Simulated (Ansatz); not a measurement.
# BBrF: ladder of basis sets, by script

How does the energy of BBrF converge with the basis? Aim: a ladder of basis sets, for BBrF, run from a script.

Program: the Python package of Ansatz 0.2.0. The levels of theory stand in the script. These are calculated values, not measurements.

### Step 1. The system

Bond lengths: F1–B2 1.378 Å, B2–Br3 2.006 Å. Angles: F1–B2–Br3 119.6°.

The script holds or builds the structure itself.

### Step 2. The script

The input, basis_bbrf.py:

```python
'''Basis-set convergence for BBrF.'''

from dataclasses import dataclass

import ansatz as az


@dataclass
class Settings:
    xc: str = 'b3lyp'
    vdw: str = 'd3bj'


settings = Settings()

system = (
    az.Crystal.molecule()
    .atom('F', [-0.3742, 1.3033, -0.0717])
    .atom('B', [0.4462, 0.2518, 0.2744])
    .atom('Br', [-0.083, -1.6199, -0.2159])
)

model = system.calculation()
model = model.functional(settings.xc, dispersion=settings.vdw)
model = model.spin('collinear', total=1)

energies = {}
for basis in ['aug-cc-pVDZ', 'aug-cc-pVTZ']:
    data = model.basis(gaussian=basis).run(threads=1, backend='cpu').report
    size = data['n_frozen'] + data['n_occupied'][0] + data['n_virtual'][0]
    energies[basis] = (data['reference_energy_ev'] / 27.211386246, data['free_energy_ev'] / 27.211386246)
    print(f'{basis:14s} {size:4d} orbitals  reference {energies[basis][0]:14.6f} Ha  total {energies[basis][1]:14.6f} Ha')

last = energies['aug-cc-pVTZ'][1]
for basis, (_, total) in energies.items():
    print(f'{basis:14s} lies {27.211386 * (total - last):9.4f} eV above aug-cc-pVTZ')
```

### Step 3. Launch

The run is started by

```
> python basis_bbrf.py
```

Output:

```text
aug-cc-pVDZ      82 orbitals  reference   -2698.872355 Ha  total   -2698.875414 Ha
aug-cc-pVTZ     151 orbitals  reference   -2698.981214 Ha  total   -2698.984273 Ha
aug-cc-pVDZ    lies    2.9622 eV above aug-cc-pVTZ
aug-cc-pVTZ    lies    0.0000 eV above aug-cc-pVTZ
```

It took 15 s on 1 thread of Arm Neoverse V1, shared host; peak memory 0.41 GiB.

### Step 4. What each run gave

From the records of these 2 runs:

```
run        basis  energy (eV)  <S²>  SCF cycles  CPU time (s)
  1  aug-cc-pVDZ  -73440.1413  0.75          17           4.6
  2  aug-cc-pVTZ  -73443.1035  0.75          17           9.9
```

### Step 5. Outcome

```
     quantity  value
runs compared      2
```

In words: Against aug-cc-pVDZ: aug-cc-pVTZ -108.9 mHa. The last step alone is -108.86 mHa. From the first set to the last the time grows from 4.6 to 9.9 s. Notes:
- The drop along the ladder measures the basis error, and is no property of the molecule.
- The geometry is a force-field or estimated start, not a minimum of this method, and the last set is no limit. Much of the fall in a total is atomic energy, which cancels in bond and reaction energies.
- The species is open-shell (spin multiplicity 2).
- Total less reference energy is the dispersion correction.
- b3lyp holds the VWN-RPA fit, as in Gaussian; the form of ORCA and Turbomole is b3lyp5.
